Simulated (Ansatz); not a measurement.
# Zr2ScF3: the cost of one run

Program: Ansatz 0.2.0. Level of theory: DFT PBE, scalar-relativistic, plane waves, PAW, unless a step names another level. These are calculated values, not measurements.

12 further runs of the same task are left out: 2 that didn't finish, 10 set aside as unsound or not needed.

### 1 The formula and the candidates

Pauling electronegativities: Zr 1.33, Sc 1.36, F 3.98 (spread 2.65). No set of common oxidation states balances it. Tabulated atomic sizes suggest about 14 Å³/atom. 23 candidates were drawn, by swapping species into database cells of other compounds, at random by space group and Wyckoff sites, or by hand, as the table says:

```
name                                                   made from  space group no.                   Wyckoff sites  atoms (primitive cell)  V (Å³/atom)
 c01                built by hand: ZrCl/CdI2 layered intergrowth              156  Zr 1c, 1b; Sc 1b; F 1a, 1c, 1a                       6         14.5
 c02                                    database cell of NaCu2O3               65          Zr 4i; Sc 2d; F 4i, 2b                       6         14.9
 c03                  built by hand: WC-type, root-three ordered              189              Zr 2c; Sc 1a; F 3g                       6         13.8
 c04      built by hand: ZrCl-type double-metal slab, Sc-ordered              157      Zr 1a, 3c; Sc 2b; F 3c, 3c                      12         16.6
 c05                                    database cell of ErB2Ir3               12          Zr 4g; Sc 2a; F 4f, 2d                       6         13.8
 c06  built by hand: rocksalt, MoSi2-like cation order along 001              139          Zr 4e; Sc 2a; F 4e, 2b                       6         13.8
 c07                                   database cell of La2SbAu3               25  Zr 1a, 1b; Sc 1c; F 1d, 1d, 1c                       6         15.0
 c08                                   database cell of Lu2Al3Fe              166              Zr 6c; Sc 3a; F 9d                       6         15.2
 c09                                    database cell of CsCu3O2              164              Zr 2d; Sc 1b; F 3e                       6         17.3
 c10                                                      random              123          Zr 2f; Sc 1a; F 2g, 1d                       6         15.9
 c11                                    database cell of MgFe2O3              139          Zr 4e; Sc 2a; F 2b, 4e                       6         12.4
 c12                                                      random               12          Zr 4h; Sc 2b; F 2a, 4i                       6         14.2
 c13                                                      random              139          Zr 4c; Sc 2b; F 4d, 2a                       6         15.3
 c14         built by hand: rocksalt, 2:1 cation order along 111              164          Zr 2d; Sc 1a; F 2d, 1b                       6         13.8
 c15                                                      random               65          Zr 4f; Sc 2d; F 4h, 2c                       6         17.1
 c16                                                      random              123      Zr 2f; Sc 1c; F 1b, 1d, 1a                       6         14.2
 c17                                   database cell of Ce2CoSi3              187      Zr 2i; Sc 1a; F 1b, 1c, 1d                       6         14.3
 c18                                                      random              191              Zr 2e; Sc 1a; F 3g                       6         16.2
 c19                                                      random               69          Zr 8f; Sc 4b; F 8g, 4a                       6         16.3
 c20                                    database cell of Sr2PdO3               71          Zr 4i; Sc 2a; F 4i, 2d                       6         12.8
 c21                                                      random              139          Zr 4d; Sc 2a; F 4c, 2b                       6         15.8
 c22                                                      random              191          Zr 2e; Sc 1b; F 2c, 1a                       6         17.2
 c23                                                      random              166          Zr 6c; Sc 3a; F 6c, 3b                       6         16.7
```

### 2 Screening run of c04

Contents of input.yaml:

```yaml
crystal:
  lattice:
    - [5.54, 0.0, 0.0]
    - [-2.77, 4.79778074, 0.0]
    - [0.0, 0.0, 7.5]
  atoms:
    - { symbol: Zr, position: [0.0, 0.0, 0.175] }
    - { symbol: Zr, position: [0.333335, 0.0, 0.495] }
    - { symbol: Zr, position: [0.0, 0.333335, 0.495] }
    - { symbol: Zr, position: [0.666665, 0.666665, 0.495] }
    - { symbol: Sc, position: [0.66666667, 0.33333333, 0.175] }
    - { symbol: Sc, position: [0.33333333, 0.66666667, 0.175] }
    - { symbol: F, position: [0.0, 0.333335, 0.0] }
    - { symbol: F, position: [0.333335, 0.0, 0.0] }
    - { symbol: F, position: [0.666665, 0.666665, 0.0] }
    - { symbol: F, position: [0.0, 0.666675, 0.67] }
    - { symbol: F, position: [0.666675, 0.0, 0.67] }
    - { symbol: F, position: [0.333325, 0.333325, 0.67] }
basis:
  ecutwfc: 420
kpoints:
  mp_grid: { grid: [4, 4, 2] }
hamiltonian:
  xc: pbe
scf:
  occupations: { method: gaussian, width: 0.2 }
  lower_state_search: "off"
output:
  forces: true
  stress: true
  eigenvalues: true
relax:
  adjacent_minimum: "off"
  f_tol: 0.08
  max_steps: 16
  cell: { stress_tol: 0.8 }
```

On the command line:

```
$ ansatz run input.yaml --threads 1 --pin off --max-ram 2560MiB --backend cpu --events-out ev --progress --plain --runs-dir out
```

Q: Estimate wall time and peak memory on 1 thread of Intel Xeon 6975P-C (Granite Rapids), shared host.

About 62 s, with a peak of 0.51 GiB.
